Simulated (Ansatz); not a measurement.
What does this script print? It uses Ansatz's Python interface.

`slab.py`
```python
'''A surface of In2Au: energy and work function.'''

import warnings

import ansatz as az
from ase import Atoms
from ase.build import surface
import numpy as np

XC = 'r2scan'
DISPERSION = 'd3bjatm'
ECUT = 300
SMEARING = 'gaussian'
SMEARING_WIDTH = 0.2
MIXING_BETA = 0.6
TOLERANCE = 1e-07

warnings.simplefilter('ignore', az.DeckWarning)

atoms = Atoms(
    ['In', 'In', 'Au'],
    scaled_positions=[
        (0.25, 0.25, 0.25),
        (0.75, 0.75, 0.75),
        (0.0, 0.0, 0.0),
    ],
    cell=[
        (0.0, 3.251, 3.251),
        (3.251, 0.0, 3.251),
        (3.251, 3.251, 0.0),
    ],
    pbc=True,
)
# Miller indices count the vectors of the cell as typed
slab = surface(atoms, (1, 1, 1), 3, vacuum=6.0)
slab.pbc = True

print(slab.get_chemical_formula(), 'area {:.3f} A^2, cell height {:.2f} A'.format(np.linalg.norm(np.cross(slab.cell[0], slab.cell[1])), slab.cell[2, 2]))


def settings(structure):
    return (
        az.Crystal.from_ase(structure).calculation()
        .functional(XC, dispersion=DISPERSION)
        .basis(ECUT, xc_grid=3)
        .occupations(SMEARING, width=SMEARING_WIDTH)
        .mixing('msr1', ndim=8, beta=MIXING_BETA)
        .scf(tolerance=TOLERANCE)
    )


calc = (
    settings(slab)
    .kpoints(4, 4, 1)
    .electric_field(axis=3, dipole_correction=True)
    .relax(force_tolerance=0.03, max_steps=30)
)
res = calc.run(threads=1, pin='off')
r = res.report

print(f'slab free energy {r["free_energy_ev"]:.4f} eV, Fermi level {r["fermi_energy_ev"]:.3f} eV')
face = r['work_function']
print('work function (eV), upper and lower face:', *(round(face[k], 3) for k in ('phi_plus_ev', 'phi_minus_ev') if face.get(k) is not None))
print(f'dipole {face["dipole_moment_e_ang"]:+.4f} e A')

print('atom   z before  z after (A)')
for atom, site in zip(slab, res.lattice.sites):
    print(f'{atom.symbol:3s} {atom.z:9.3f} {site.position_ang[2]:9.3f}')
```

`python slab.py` gives:
```text
Au3In6 area 18.306 A^2, cell height 22.32 A
RunWarning: efield: at this solve's end the planar-averaged density reaches 5.73e-5 e/Å³ inside the ramp window [0.9052, 0.0948] (bound 1e-5 e/Å³); the window's nearer edge stands 3.88 Å from this [...]
slab free energy -73162.2955 eV, Fermi level 4.199 eV
work function (eV), upper and lower face: 4.471 4.649
dipole +0.0180 e A
atom   z before  z after (A)
In      8.815     8.782
In      6.938     6.687
Au      6.000     6.049
In     12.569    12.512
In     10.692    10.710
Au      9.754     9.634
In     16.323    16.504
In     14.446    14.648
Au     13.508    13.523
```
(Warnings from the package without file and line, shortened, repeats left out.)

Reading the output:
- The settings weren't tested for convergence.
- The cutoff lies under the one recommended for these potentials.
- Dispersion corrections can be off by several per cent in the lattices of metals, and by several GPa in the pressure at a fixed cell.
- The density doesn't vanish in the vacuum (a short gap or a low cutoff), which blurs the vacuum level.
- The mesh is modest for a metal, so energies can be off by several to tens of meV an atom and pressures by half a GPa or more; differences at equal mesh fare better.
- An absolute Fermi energy rests on an arbitrary zero of the periodic potential and has no direct meaning.
- The free energy holds a sizeable smearing term, which stands for no physical temperature.
- Spin-orbit coupling, which matters for elements this heavy, is left out.
- The structure is a deposited one; some such entries were measured under pressure or heat, so a shift against it needn't be the functional's error alone.
- The slab is thin and cut from the structure as given; a cut can leave two unlike or polar faces, and the surface energy is then their mean. Miller indices refer to the vectors of the cell as typed, and the lattice isn't relaxed for this functional, so relaxation and surface energy can hold strain.
- The script silences the warnings on its input, which a real study should read.
- It ran for 60 s on 1 thread of Arm Neoverse V1 (shared host), peak memory 0.7 GiB.

(Lines on the test bed's own set-up are left out of the output.)
